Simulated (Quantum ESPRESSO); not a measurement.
A run of Quantum ESPRESSO 7.5:

File pw.in:

```
&CONTROL
  calculation = 'scf'
  prefix = 'pwscf'
  outdir = './tmp'
  pseudo_dir = './pseudo'
  tprnfor = .true.
  tstress = .true.
  disk_io = 'low'
/
&SYSTEM
  ibrav = 0
  celldm(1) = 8
  nat = 2
  ntyp = 2
  ecutwfc = 45
  ecutrho = 360
  nbnd = 17
  input_dft = 'vdw-df2-b86r'
  occupations = 'smearing'
  smearing = 'mv'
  degauss = 0.01469973
/
&ELECTRONS
  conv_thr = 4d-10
  electron_maxstep = 120
  mixing_beta = 0.5
/
ATOMIC_SPECIES
Bi   208.9804 bi_pbe_v1.uspp.F.UPF
Te   127.6000 te_pbe_v1.uspp.F.UPF
CELL_PARAMETERS alat
  0.5722817713243   0.3304070347278   0.7835966586787
 -0.5722817713243   0.3304070347278   0.7835966586787
  0.0000000000000  -0.6608140694556   0.7835966586787
ATOMIC_POSITIONS crystal
Bi     0.5000000000    0.5000000000    0.5000000000
Te     0.0000000000    0.0000000000    0.0000000000
K_POINTS automatic
5 5 5 0 0 0
```

File relax.in:

```
&CONTROL
  calculation = 'vc-relax'
  prefix = 'pwscf'
  outdir = './tmp'
  pseudo_dir = './pseudo'
  tprnfor = .true.
  tstress = .true.
  disk_io = 'low'
  nstep = 40
  forc_conv_thr = 0.0001
  etot_conv_thr = 1d-06
/
&SYSTEM
  ibrav = 0
  celldm(1) = 8
  nat = 2
  ntyp = 2
  ecutwfc = 45
  ecutrho = 360
  nbnd = 17
  input_dft = 'vdw-df2-b86r'
  occupations = 'smearing'
  smearing = 'mv'
  degauss = 0.01469973
/
&ELECTRONS
  conv_thr = 4d-10
  electron_maxstep = 120
  mixing_beta = 0.5
/
&IONS
  ion_dynamics = 'bfgs'
/
&CELL
  cell_dynamics = 'bfgs'
  press = 0
  press_conv_thr = 0.2
/
ATOMIC_SPECIES
Bi   208.9804 bi_pbe_v1.uspp.F.UPF
Te   127.6000 te_pbe_v1.uspp.F.UPF
CELL_PARAMETERS alat
  0.5722817713243   0.3304070347278   0.7835966586787
 -0.5722817713243   0.3304070347278   0.7835966586787
  0.0000000000000  -0.6608140694556   0.7835966586787
ATOMIC_POSITIONS crystal
Bi     0.5000000000    0.5000000000    0.5000000000
Te     0.0000000000    0.0000000000    0.0000000000
K_POINTS automatic
5 5 5 0 0 0
```

Contents of scf2.in:

```
&CONTROL
  calculation = 'scf'
  prefix = 'pwscf'
  outdir = './tmp'
  pseudo_dir = './pseudo'
  tprnfor = .true.
  tstress = .true.
  disk_io = 'low'
/
&SYSTEM
  ibrav = 0
  celldm(1) = 8
  nat = 2
  ntyp = 2
  ecutwfc = 45
  ecutrho = 360
  nbnd = 17
  input_dft = 'vdw-df2-b86r'
  occupations = 'smearing'
  smearing = 'mv'
  degauss = 0.01469973
/
&ELECTRONS
  conv_thr = 1d-13
  electron_maxstep = 120
  mixing_beta = 0.5
  startingpot = 'file'
  startingwfc = 'file'
/
ATOMIC_SPECIES
Bi   208.9804 bi_pbe_v1.uspp.F.UPF
Te   127.6000 te_pbe_v1.uspp.F.UPF
CELL_PARAMETERS alat
  0.5730260952861   0.3308367703701   0.7573869952802
 -0.5730260952861   0.3308367703701   0.7573869952802
  0.0000000000000  -0.6616735407283   0.7573869952854
ATOMIC_POSITIONS crystal
Bi     0.5000000000    0.5000000000    0.5000000000
Te     0.0000000000    0.0000000000    0.0000000000
K_POINTS automatic
5 5 5 0 0 0
```

The input ph.in:

```
phonons of BiTe
&INPUTPH
  prefix = 'pwscf'
  outdir = './tmp'
  tr2_ph = 1d-18
  fildyn = 'dyn'
  niter_ph = 90
  alpha_mix(1) = 0.4
/
0.0000000000 0.0000000000 0.0000000000
```

Contents of dynmat.in:

```
&INPUT
  fildyn = 'dyn'
  asr = 'crystal'
  filout = 'dynmat.disp'
  fileig = 'dynmat.eig'
/
```

Potentials or basis: GBRV 1.5 PBE.

Run with:

```bash
$ OMP_NUM_THREADS=1 pw.x -in pw.in > pw.out
$ OMP_NUM_THREADS=1 pw.x -in relax.in > relax.out
$ OMP_NUM_THREADS=1 pw.x -in scf2.in > scf2.out
$ OMP_NUM_THREADS=1 ph.x -in ph.in > ph.out
$ OMP_NUM_THREADS=1 dynmat.x -in dynmat.in > dynmat.out
```

Hardware: 1 thread of Arm Neoverse V1, on a shared host.

**Question.** Estimate the wall time of this run.

**Answer.** Wall time 13 min on 1 thread of Arm Neoverse V1, on a shared host, peak memory 0.31 GiB. Counts: scf iterations 105, k pools 1, bands 17, ion steps 13, k points 19, g dense 52429.
